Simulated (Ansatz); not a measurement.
**BeS+ (doublet): wave-function methods side by side at distance S1–Be2 = 3.478 Å, cc-pVDZ**

How much of the correlation energy of BeS+ (doublet) does each wave-function method recover here?

Computed with Ansatz 0.2.0, Gaussian basis. Level: cc-pVDZ, core rule «outside noble gas», up to 6 orbitals frozen.

To be run: UHF; CCSD(T) on ROHF; CCSD(T) on UHF; BCCD(T) on ROHF; CISD; CCSDT(Q) on ROHF; CCSDT(Q) on UHF; CASSCF and MRCISD+Q, 3 electrons in 3 orbitals; CASSCF and NEVPT2, 3 electrons in 3 orbitals; Full CI; Full CI in the symmetry of the determinant.

39 further runs of the same task are left out: 22 for a known fault of the program, 12 that didn't finish, 5 set aside as unsound or not needed.

### Step 1. The geometry

The geometry derives from a PBE0/def2-TZVP stationary point (not a proven minimum). One bond is set to the value named and the two fragments are kept rigid.

2 atoms, charge 1, spin multiplicity 2.

Atoms are counted from 1 here; the program's logs count them from 0.

No contacts short enough for the rule that draws bonds.

### Step 2. UHF

The input, in.yaml:

```yaml
crystal:
  periodic: [false, false, false]
  atoms:
    - {symbol: S, position_ang: [0.000000, 0.000000, 0.000000]}
    - {symbol: Be, position_ang: [0.000000, 0.000000, 3.478000]}
basis:
  gaussian: {orbitals: cc-pVDZ}
total_charge: 1
magnetization: {spin_polarized: true, initial_magnetization: 1}
hamiltonian: {xc: hf}
output: {orbitals: {seedname: orbitals}}
```

The run is started by

```console
ansatz run in.yaml --threads 1 --pin off --events-out ev --progress --plain --max-ram 2393MiB
```

Further steps of the session: CCSD(T) on ROHF; CCSD(T) on UHF; BCCD(T) on ROHF; CISD; CCSDT(Q) on ROHF; CCSDT(Q) on UHF; CASSCF and MRCISD+Q, 3 electrons in 3 orbitals; CASSCF and NEVPT2, 3 electrons in 3 orbitals; Full CI; Full CI in the symmetry of the determinant.

**Question.** What will the summary of the whole plan be? Wanted: FCI from the RHF energy; NEVPT2 pair from FCI; MRCISD+Q pair from FCI; T1 diagnostic; effectively unpaired electrons.

The runs gave:

```
                         quantity          value
          FCI from the ROHF energy     -5.2204 eV
             NEVPT2 pair from FCI   +53.7 kJ/mol
           MRCISD+Q pair from FCI    -2.2 kJ/mol
levels within 1 kcal/mol (43 meV)  MRCISD+Q pair
                    T1 diagnostic          0.239
   effectively unpaired electrons           3.02
```

**Reading.** MRCISD+Q pair falls below full CI: the +Q correction isn't variational, and the cores differ from full CI's. The occupations show strong static correlation (3.0 unpaired electrons where one determinant has 1). Of the multireference levels listed MRCISD+Q pair comes nearest in total energy (-2.2 kJ/mol), which doesn't show that its space is the better one. The lowest state has another symmetry than the determinant, whose own symmetry lies 0.34 eV higher, so single-reference misses include that gap. Coupled cluster took another determinant than the lowest Hartree-Fock one. These misses are within one basis, not against nature.

The restricted and unrestricted ladders end 0.61 eV apart at CCSDT(Q), so they describe two states, and rows of one don't measure the error of the other.

With open shells the CI space here admits some triples and quadruples, so it is larger than plain CISD.
